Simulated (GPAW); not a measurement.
A run of GPAW 26.7.0 is set up as follows.

run.py

```python
from ase import Atoms
from ase.dft.bandgap import bandgap
from ase.io import write
from ase.units import Bohr, GPa
from gpaw import GPAW, PW, setup_paths
from gpaw.elf import elf_from_dft_calculation

setup_paths.insert(0, '.')

atoms = Atoms(['V', 'V', 'N', 'N', 'N'],
              cell=[[2.8180178473, 0.0, 0.0],
                    [-1.4090089237, 2.4404750441, 0.0],
                    [0.0, 0.0, 6.257065]],
              scaled_positions=[[0.3333333333, 0.6666666667, 0.698371],
                                [0.6666666667, 0.3333333333, 0.301629],
                                [0.0, 0.0, 0.893059],
                                [0.0, 0.0, 0.106941],
                                [0.0, 0.0, 0.5]],
              pbc=True)
atoms.set_initial_magnetic_moments([2.0, 2.0, 0.0, 0.0, 0.0])

calc = GPAW(mode=PW(800),
            xc='PBEsol',
            kpts={'size': (11, 11, 5), 'gamma': True},
            occupations={'name': 'fermi-dirac', 'width': 0.05},
            nbands=38,
            convergence={'density': 1e-05, 'energy': 1e-05},
            maxiter=150,
            txt='gpaw.txt')
atoms.calc = calc
energy = atoms.get_potential_energy()
forces = atoms.get_forces()
stress = atoms.get_stress()
calc.write('gs.gpw')
write('result.traj', atoms)
print(f'Energy: {energy:.6f} eV')
print('Forces (eV/A):')
print(forces.round(4))
print('Stress (GPa):', (stress / GPa).round(3))
print('Moments:', calc.get_magnetic_moments().round(3))
print('Fermi level:', round(calc.get_fermi_level(), 4), 'eV')
print(f'Gap: {bandgap(calc)[0]:.4f} eV, direct: {bandgap(calc, direct=True)[0]:.4f} eV')

# fields on the real-space grid
write('density.cube', atoms, data=calc.get_pseudo_density() * Bohr**3)
write('potential.cube', atoms, data=calc.get_electrostatic_potential())
write('spin.cube', atoms, data=(calc.get_pseudo_density(spin=0) - calc.get_pseudo_density(spin=1)) * Bohr**3)
write('elf.cube', atoms, data=elf_from_dft_calculation(calc).data)
```

Potentials or basis: PAW data sets generated in the run's folder for this functional, pw.

The run is started by

```sh
$ gpaw-setup -f PBEsol N V
$ OMP_NUM_THREADS=1 python run.py
```

Question: Estimate the band gap on the k mesh.

Answer: None (metal or under the smearing width).

Question: What does it give for the pressure?

Answer: -9.1 GPa.

Question: Predict the largest force.

Answer: 0.106 eV/Å.

Forces on the atoms (eV/Å):
```
V    0.000  0.000 -0.029
V    0.000  0.000  0.029
N    0.000  0.000  0.106
N    0.000  0.000 -0.106
N    0.000  0.000  0.000
```

With open d or f shells a metallic result of PBEsol can be an artefact of self-interaction; +U or a hybrid may open a gap.
